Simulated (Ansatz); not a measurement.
# GeH3Cl: single points with varied inputs

How do the results and run time of GeH3Cl respond when the settings are drawn wide?

Program: Ansatz 0.2.0, Gaussian basis. Level of theory: the settings change from run to run. These are calculated values, not measurements.

## Step 1: The geometry

An earlier PBE0-D4 in a triple-zeta def2 set relaxation fixed the geometry.

SMILES `[Cl][GeH3]`, 5 atoms, charge 0, spin multiplicity 1.

Atoms are counted from 1 here; the program's logs count them from 0.

Bond lengths: Cl1–Ge2 2.155 Å, Ge2–H3 1.532 Å, Ge2–H4 1.532 Å, Ge2–H5 1.532 Å. Angles: Cl1–Ge2–H3 107.1°, Cl1–Ge2–H4 107.1°, Cl1–Ge2–H5 107.1°, H3–Ge2–H4 111.7°, H3–Ge2–H5 111.7°, H4–Ge2–H5 111.7°.

## Step 2: SPW92/aug-pcseg-2

Options: multiplicity 3, density fitting with def2-universal-jkfit, relativity set to scalar.

File in.yaml:

```yaml
crystal:
  periodic: [false, false, false]
  atoms:
    - {symbol: Cl, position_ang: [-1.875834, -0.025110, 0.641260]}
    - {symbol: Ge, position_ang: [0.161847, -0.013883, -0.060597]}
    - {symbol: H, position_ang: [0.160355, 0.656169, -1.438094]}
    - {symbol: H, position_ang: [0.618957, -1.473716, -0.140635]}
    - {symbol: H, position_ang: [0.984474, 0.782939, 0.956666]}
basis:
  gaussian: {orbitals: aug-pcseg-2, fitting: {mean_field: def2-universal-jkfit}}
magnetization: {spin_polarized: true, initial_magnetization: 2}
hamiltonian: {xc: {name: SPW92}, pseudopotentials: {relativity: scalar}}
```

The run is started by

```
$ ansatz run in.yaml --threads 2 --pin off --events-out ev --progress --plain --max-ram 32768MiB --backend cpu
```

Log:

```text
Functional definition: SPW92
  name "SPW92"
  cite "Dirac, Proc. Camb. Phil. Soc. 26, 376 (1930) doi:10.1017/S0305004100016108"
  cite "Slater, Phys. Rev. 81, 385 (1951) doi:10.1103/PhysRev.81.385"
  cite "Perdew & Wang, Phys. Rev. B 45, 13244 (1992) doi:10.1103/PhysRevB.45.13244"
  exchange = slater_x
  correlation = pw_c
448 factors; integrals over basis functions are off by at most 1.3e0 eV
mean field evaluation 1: about -69460.2081 eV, gradient 1.9e1 eV
mean field evaluation 2: about -69452.6843 eV, gradient 3.4e1 eV
mean field evaluation 4: about -69462.2227 eV, gradient 8.0e0 eV
mean field evaluation 8: about -69462.6020 eV, gradient 4.2e0 eV
mean field evaluation 16: about -69462.7428 eV, gradient 4.0e-3 eV
mean field evaluation 32: about -69462.7386 eV, gradient 8.4e-4 eV
mean field evaluation 64: about -69462.7428 eV, gradient 3.2e-6 eV
mean field evaluation 96: about -69462.7428 eV, gradient 2.1e-4 eV
mean field evaluation 128: about -69462.7392 eV, gradient 1.7e-1 eV
mean field evaluation 160: about -69461.3353 eV, gradient 1.8e0 eV
mean field -69462.74284540 eV, -2552.7087160304 hartree, gradient 2.0e-6 eV, S^2 2.001753; 10 other end points of the search recorded, 0 dependent functions left out
reference -69462.74290930 eV, -2552.7087183785 hartree; 27, 25 occupied and 151, 153 virtual orbitals, 448 factors
Total energy: -69462.74290930 eV, -2552.7087183785 hartree
Relativity: scalar
```

Run time: 44 s. Hardware: 2 threads, shared host.

⟨S²⟩ 2.002.

## Step 3: B97/aug-pcseg-2

Options: the search for lower states set to off.

in.yaml: that of step 2 with these lines changed.

```diff
@@ -9,4 +9,4 @@
 basis:
-  gaussian: {orbitals: aug-pcseg-2, fitting: {mean_field: def2-universal-jkfit}}
-magnetization: {spin_polarized: true, initial_magnetization: 2}
-hamiltonian: {xc: {name: SPW92}, pseudopotentials: {relativity: scalar}}
+  gaussian: {orbitals: aug-pcseg-2}
+hamiltonian: {xc: {name: B97}}
+scf: {lower_state_search: off}
```

Launched as before.

Log, shortened:

```text
Functional definition: B97
  name "B97"
  cite "Becke, J. Chem. Phys. 107, 8554 (1997) doi:10.1063/1.475007"
[...]
      + integral(e_c_pw_opposite_spin*poly(b97_u_opposite, cos0, cos1, cos2))
[...]
983 factors; their error is unknown
[...]
mean field -69088.16586937 eV, -2538.9432660586 hartree, gradient 1.3e-6 eV, S^2 0.000000; 0 other end points of the search recorded, 0 dependent functions left out
reference -69088.16590356 eV, -2538.9432673150 hartree; 26, 26 occupied and 152, 152 virtual orbitals, 983 factors
Total energy: -69088.16590356 eV, -2538.9432673150 hartree
Checks for a lower state left out: stability, starts, cluster_reference, orbital_swaps, neighbouring_geometries, increment
```

Wall time 8.5 s (2 threads, shared host); peak memory 0.41 GiB.

## Step 4: B3LYP/6-31G

in.yaml: that of step 3 with these lines changed.

```diff
@@ -9,4 +9,3 @@
 basis:
-  gaussian: {orbitals: aug-pcseg-2}
-hamiltonian: {xc: {name: B97}}
-scf: {lower_state_search: off}
+  gaussian: {orbitals: 6-31G}
+hamiltonian: {xc: {name: B3LYP}}
```

Same command.

Log, shortened:

```text
Functional definition: B3LYP
  name "B3LYP"
  cite "Stephens, Devlin, Chabalowski & Frisch, J. Phys. Chem. 98, 11623 (1994) doi:10.1021/j100096a001"
  cite "Becke, Phys. Rev. A 38, 3098 (1988) doi:10.1103/PhysRevA.38.3098"
  cite "Lee, Yang & Parr, Phys. Rev. B 37, 785 (1988) doi:10.1103/PhysRevB.37.785"
  cite "Vosko, Wilk & Nusair, Can. J. Phys. 58, 1200 (1980) doi:10.1139/p80-159"
[...]
489 factors; integrals over basis functions are off by at most 4.5e-4 eV
[...]
mean field -69081.49678318 eV, -2538.6981816614 hartree, gradient 3.2e-6 eV, S^2 0.000000; 0 other end points of the search recorded, 0 dependent functions left out
reference -69081.49700010 eV, -2538.6981896331 hartree; 26, 26 occupied and 22, 22 virtual orbitals, 489 factors
Total energy: -69081.49700010 eV, -2538.6981896331 hartree
```

Wall time 1.7 s (2 threads, shared host).

## Step 5: RPA/def2-TZVPD

Set apart from the defaults: unrestricted orbitals.

in.yaml: that of step 4 with these lines changed.

```diff
@@ -9,3 +9,5 @@
 basis:
-  gaussian: {orbitals: 6-31G}
-hamiltonian: {xc: {name: B3LYP}}
+  gaussian: {orbitals: def2-TZVPD}
+magnetization: {spin_polarized: true, initial_magnetization: 0}
+hamiltonian: {xc: {name: HF}}
+correlation: {method: rpa}
```

The command is unchanged.

Log:

```text
Functional definition: HF
  name "HF"
  cite "Fock, Z. Phys. 61, 126 (1930) doi:10.1007/BF01340294"
  parent pbe
  exchange = exact_x
  correlation = 0
846 factors; integrals over basis functions are off by at most 1.1e-3 eV
mean field evaluation 1: about -69025.2465 eV, gradient 1.1e1 eV
mean field evaluation 2: about -69025.2925 eV, gradient 1.1e1 eV
mean field evaluation 4: about -69026.1222 eV, gradient 1.5e0 eV
mean field evaluation 8: about -69026.1371 eV, gradient 8.5e-2 eV
mean field -69026.13716617 eV, -2536.6637532607 hartree, gradient 1.9e-6 eV, S^2 0.000000; 0 other end points of the search recorded, 0 dependent functions left out
14 core orbitals not correlated: weight in the atoms' cores, before any rotation towards them, 1.000 or more for the frozen orbitals, at most 0.000 for the correlated occupied ones
reference -69026.13716617 eV, -2536.6637532607 hartree; 12, 12 occupied and 101, 101 virtual orbitals, 846 factors
Total energy: -69040.29087285 eV, -2537.1838923874 hartree
```

Run time: 8 s. Hardware: 2 threads, shared host.

⟨S²⟩ 0.000.

## Step 6: r2SCANh/def2-SVP

Options: charge -1, multiplicity 2, restricted open-shell orbitals, atoms shaken by 0.08 Å, D3(BJ) dispersion.

File in.yaml:

```yaml
crystal:
  periodic: [false, false, false]
  atoms:
    - {symbol: Cl, position_ang: [-1.897645, 0.031170, 0.587259]}
    - {symbol: Ge, position_ang: [0.257256, -0.034586, -0.046881]}
    - {symbol: H, position_ang: [0.243329, 0.495448, -1.436602]}
    - {symbol: H, position_ang: [0.712293, -1.576669, -0.305855]}
    - {symbol: H, position_ang: [1.013394, 0.625349, 0.902408]}
basis:
  gaussian: {orbitals: def2-SVP}
total_charge: -1
magnetization: {spin_polarized: false, initial_magnetization: 1}
hamiltonian: {xc: {name: r2SCANh}, dispersion: d3bj}
```

Same command.

Log, shortened:

```text
Warning: the engine holds no damping parameters fitted to this dispersion correction and functional, so the run takes those fitted to r2scanh beside the three-body term, which d3bj leaves out (hamiltonian.dispersion, under Limitations)
Functional definition: r2SCANh
  name "r2SCANh"
  cite "Bursch, Neugebauer, Ehlert & Grimme, J. Chem. Phys. 156, 134105 (2022) doi:10.1063/5.0086040"
  cite "Furness, Kaplan, Ning, Perdew & Sun, J. Phys. Chem. Lett. 11, 8208 (2020) doi:10.1021/acs.jpclett.0c02405"
  cite "Furness, Kaplan, Ning, Perdew & Sun, J. Phys. Chem. Lett. 11, 9248 (2020) doi:10.1021/acs.jpclett.0c03077"
  parent r2scan
[...]
630 factors; integrals over basis functions are off by at most 1.3e-3 eV
[...]
mean field -69076.42986638 eV, -2538.5119759036 hartree, gradient 4.9e-5 eV, S^2 0.750000; 2 other end points of the search recorded, 0 dependent functions left out
reference -69076.42987467 eV, -2538.5119762084 hartree; 27, 26 occupied and 38, 39 virtual orbitals, 630 factors
Total energy: -69076.45182512 eV, -2538.5127828725 hartree
```

Run time: 7 s. Hardware: 2 threads, shared host.

## Step 7: wB97M-V/def2-mTZVP

Set apart from the defaults: charge +1, multiplicity 2, restricted open-shell orbitals, finite nuclei.

File in.yaml:

```yaml
crystal:
  periodic: [false, false, false]
  atoms:
    - {symbol: Cl, position_ang: [-1.875834, -0.025110, 0.641260]}
    - {symbol: Ge, position_ang: [0.161847, -0.013883, -0.060597]}
    - {symbol: H, position_ang: [0.160355, 0.656169, -1.438094]}
    - {symbol: H, position_ang: [0.618957, -1.473716, -0.140635]}
    - {symbol: H, position_ang: [0.984474, 0.782939, 0.956666]}
basis:
  gaussian: {orbitals: def2-mTZVP, nuclear_model: gaussian}
total_charge: 1
magnetization: {spin_polarized: false, initial_magnetization: 1}
hamiltonian: {xc: {name: wB97M-V}}
```

The command is unchanged.

Log, shortened:

```text
Functional definition: wB97M-V
  name "wB97M-V"
  cite "Mardirossian & Head-Gordon, J. Chem. Phys. 144, 214110 (2016) doi:10.1063/1.4952647"
  cite "Becke, J. Chem. Phys. 107, 8554 (1997) doi:10.1063/1.475007"
  cite "Vydrov & Van Voorhis, J. Chem. Phys. 133, 244103 (2010) doi:10.1063/1.3521275"
  # Of w^i u^j: cxij and so on, Table III.
[...]
  gx(w, u) = 1 - cx + cx01*u + cx10*w
  gss(w, u) = css00 + css04*u^4 + css10*w + css20*w^2 + css43*w^4*u^3
  gos(w, u) = cos00 + cos10*w + (cos20 + cos21*u)*w^2 + (cos60 + cos61*u)*w^6
[...]
      + integral(e_c_pw_mod_opposite_spin*gos(b97_w_opposite, b97_u_opposite)) + vv10(b, c)
634 factors; integrals over basis functions are off by at most 6.2e-4 eV
194 factors; integrals over basis functions are off by at most 9.1e-6 eV
[...]
mean field -69074.98410045 eV, -2538.4588449857 hartree, gradient 1.5e-6 eV, S^2 0.750000; 4 other end points of the search recorded, 0 dependent functions left out
reference -69074.98413753 eV, -2538.4588463484 hartree; 26, 25 occupied and 41, 42 virtual orbitals, 634 factors
Total energy: -69074.98413753 eV, -2538.4588463484 hartree
```

Run time: 67 s. Hardware: 2 threads, shared host.

## Step 8: LC-wPBE/def2-mTZVPP

This run has unrestricted orbitals.

in.yaml: that of step 7 with these lines changed.

```diff
@@ -9,5 +9,5 @@
 basis:
-  gaussian: {orbitals: def2-mTZVP, nuclear_model: gaussian}
-total_charge: 1
-magnetization: {spin_polarized: false, initial_magnetization: 1}
-hamiltonian: {xc: {name: wB97M-V}}
+  gaussian: {orbitals: def2-mTZVPP}
+magnetization: {spin_polarized: true, initial_magnetization: 0}
+hamiltonian: {xc: {name: LC-wPBE}}
+output: {forces: true}
```

Same command.

Log, shortened:

```text
Functional definition: LC-wPBE
  name "LC-wPBE"
  cite "Vydrov & Scuseria, J. Chem. Phys. 125, 234109 (2006) doi:10.1063/1.2409292"
  cite "Heyd & Scuseria, J. Chem. Phys. 120, 7274 (2004) doi:10.1063/1.1668634"
  cite "Ernzerhof & Perdew, J. Chem. Phys. 109, 3313 (1998) doi:10.1063/1.476928"
  cite "Perdew, Burke & Ernzerhof, Phys. Rev. Lett. 77, 3865 (1996) doi:10.1103/PhysRevLett.77.3865"
  parent pbe
[...]
779 factors; their error is unknown
264 factors; integrals over basis functions are off by at most 9.6e-6 eV
[...]
mean field -69080.13672024 eV, -2538.6482002705 hartree, gradient 2.5e-5 eV, S^2 0.000000; 0 other end points of the search recorded, 0 dependent functions left out
[...]
reference -69080.13672025 eV, -2538.6482002707 hartree; 26, 26 occupied and 52, 52 virtual orbitals, 779 factors
Total energy: -69080.13672025 eV, -2538.6482002707 hartree
Atom 0 at    -1.875834    -0.025110     0.641260 Å, force     0.126594     0.000703    -0.043614 eV/Å
Atom 1 at     0.161847    -0.013883    -0.060597 Å, force     0.111046     0.000628    -0.038281 eV/Å
Atom 2 at     0.160355     0.656169    -1.438094 Å, force    -0.008943    -0.110209     0.229629 eV/Å
Atom 3 at     0.618957    -1.473716    -0.140635 Å, force    -0.084303     0.239934     0.016330 eV/Å
Atom 4 at     0.984474     0.782939     0.956666 Å, force    -0.144394    -0.131055    -0.164064 eV/Å
Dipole moment:     0.446832     0.002462    -0.153907 e Å
```

Wall time 3.7 s (2 threads, shared host).

Largest force 0.255 eV/Å, dipole 2.27 D, ⟨S²⟩ 0.000.

## Step 9: PBEsol/cc-pVDZ

This run has charge +1, multiplicity 2, a grid of angular degree 11, D3(BJ) with three-body dispersion.

in.yaml: that of step 8 with these lines changed.

```diff
@@ -9,5 +9,6 @@
 basis:
-  gaussian: {orbitals: def2-mTZVPP}
-magnetization: {spin_polarized: true, initial_magnetization: 0}
-hamiltonian: {xc: {name: LC-wPBE}}
+  gaussian: {orbitals: cc-pVDZ, final_grid: {core_spheres: 5, valence_spheres: 4, degree: 11}}
+total_charge: 1
+magnetization: {spin_polarized: true, initial_magnetization: 1}
+hamiltonian: {xc: {name: PBEsol}, dispersion: d3bjatm}
 output: {forces: true}
```

Launched as before.

Log, shortened:

```text
Functional definition: PBEsol
  name "PBEsol"
  cite "Perdew et al., Phys. Rev. Lett. 100, 136406 (2008) doi:10.1103/PhysRevLett.100.136406"
  cite "Perdew, Burke & Ernzerhof, Phys. Rev. Lett. 77, 3865 (1996) doi:10.1103/PhysRevLett.77.3865"
  parent pbesol
[...]
649 factors; integrals over basis functions are off by at most 1.1e-3 eV
[...]
mean field -69005.17901571 eV, -2535.8935554372 hartree, gradient 2.2e-7 eV, S^2 0.752553; 6 other end points of the search recorded, 0 dependent functions left out
[...]
reference -69005.17903633 eV, -2535.8935561947 hartree; 26, 25 occupied and 34, 35 virtual orbitals, 649 factors
WARN: the results are in doubt because the forces break the atoms' symmetry
Total energy: -69005.21048612 eV, -2535.8947119534 hartree
Atom 0 at    -1.875834    -0.025110     0.641260 Å, force    -0.079849    -0.134072     0.033496 eV/Å
Atom 1 at     0.161847    -0.013883    -0.060597 Å, force     0.136266     1.391820    -0.163241 eV/Å
Atom 2 at     0.160355     0.656169    -1.438094 Å, force    -0.270929    -0.183942    -0.464028 eV/Å
Atom 3 at     0.618957    -1.473716    -0.140635 Å, force     0.113460    -0.941455     0.027402 eV/Å
Atom 4 at     0.984474     0.782939     0.956666 Å, force     0.101052    -0.132351     0.566371 eV/Å
Dipole moment:     0.240988    -0.097792    -0.074131 e Å
In doubt: the forces break the atoms' symmetry
```

Wall time 7.5 s (2 threads, shared host).

Largest force 1.408 eV/Å, ⟨S²⟩ 0.753. The log holds a warning on this run.

## Step 10: rPW86-PBE/def2-SVP

This run has atoms shaken by 0.15 Å, the search for lower states set to off.

File in.yaml:

```yaml
crystal:
  periodic: [false, false, false]
  atoms:
    - {symbol: Cl, position_ang: [-1.720524, -0.187323, 0.677334]}
    - {symbol: Ge, position_ang: [0.126185, -0.094561, -0.037555]}
    - {symbol: H, position_ang: [0.434737, 0.684852, -1.516919]}
    - {symbol: H, position_ang: [0.709875, -1.451647, -0.107341]}
    - {symbol: H, position_ang: [0.989379, 0.676364, 1.118758]}
basis:
  gaussian: {orbitals: def2-SVP}
hamiltonian: {xc: {name: rPW86-PBE}}
scf: {lower_state_search: off}
output: {forces: true}
```

The command is unchanged.

Log, shortened:

```text
Functional definition: rPW86-PBE
  name "rPW86-PBE"
  cite "Murray, Lee & Langreth, J. Chem. Theory Comput. 5, 2754 (2009) doi:10.1021/ct900365q"
  cite "Perdew, Burke & Ernzerhof, Phys. Rev. Lett. 77, 3865 (1996) doi:10.1103/PhysRevLett.77.3865"
  parent pbe
[...]
720 factors; their error is unknown
[...]
mean field -69111.25195300 eV, -2539.7916639836 hartree, gradient 3.1e-6 eV, S^2 0.000000; 0 other end points of the search recorded, 0 dependent functions left out
[...]
reference -69111.25203222 eV, -2539.7916668948 hartree; 26, 26 occupied and 39, 39 virtual orbitals, 720 factors
Total energy: -69111.25203222 eV, -2539.7916668948 hartree
Atom 0 at    -1.720524    -0.187323     0.677334 Å, force    -4.605178    -0.144056     1.343135 eV/Å
Atom 1 at     0.126185    -0.094561    -0.037555 Å, force     5.321901     2.518618    -1.708637 eV/Å
Atom 2 at     0.434737     0.684852    -1.516919 Å, force    -0.658903    -0.701737     1.431440 eV/Å
Atom 3 at     0.709875    -1.451647    -0.107341 Å, force     0.417484    -1.342050    -0.224146 eV/Å
Atom 4 at     0.989379     0.676364     1.118758 Å, force    -0.475304    -0.330775    -0.841793 eV/Å
Dipole moment:     0.079516    -0.042177    -0.078014 e Å
Checks for a lower state left out: stability, starts, cluster_reference, orbital_swaps, neighbouring_geometries, increment
```

Wall time 1.5 s (2 threads, shared host).

Largest force 6.131 eV/Å, dipole 0.57 D.

## Step 11: The runs in one table

```csv
level,charge,multiplicity,geometry,functions,energy (eV),time
SPW92/aug-pcseg-2,0,3,relaxed,178,-69462.743,44 s
B97/aug-pcseg-2,0,1,relaxed,178,-69088.166,8.5 s
B3LYP/6-31G,0,1,relaxed,48,-69081.497,1.7 s
RPA/def2-TZVPD,0,1,relaxed,127,-69040.291,8 s
r2SCANh/def2-SVP,-1,2,shaken,65,-69076.452,7 s
wB97M-V/def2-mTZVP,1,2,relaxed,67,-69074.984,67 s
LC-wPBE/def2-mTZVPP,0,1,relaxed,78,-69080.137,3.7 s
PBEsol/cc-pVDZ,1,2,relaxed,60,-69005.210,7.5 s
rPW86-PBE/def2-SVP,0,1,shaken,65,-69111.252,1.5 s
```

## Step 12: Summary of results

```
                                         quantity                      value
                                             runs                          9
                                         quickest  rPW86-PBE/def2-SVP, 1.5 s
                                          slowest   wB97M-V/def2-mTZVP, 67 s
spread of total energies, same state and geometry                    47.9 eV
```

wB97M-V/def2-mTZVP took 44 times as long as rPW86-PBE/def2-SVP. The jobs differ in tasks and options as well as level. The totals spread over 48 eV; they can't be compared across methods or bases. At the PBE0-D4/def2-TZVP geometry and in the same state, runs without warnings or point charges leave forces up to 0.25 eV/Å (LC-wPBE/def2-mTZVPP), against 6.1 eV/Å where the atoms were moved.
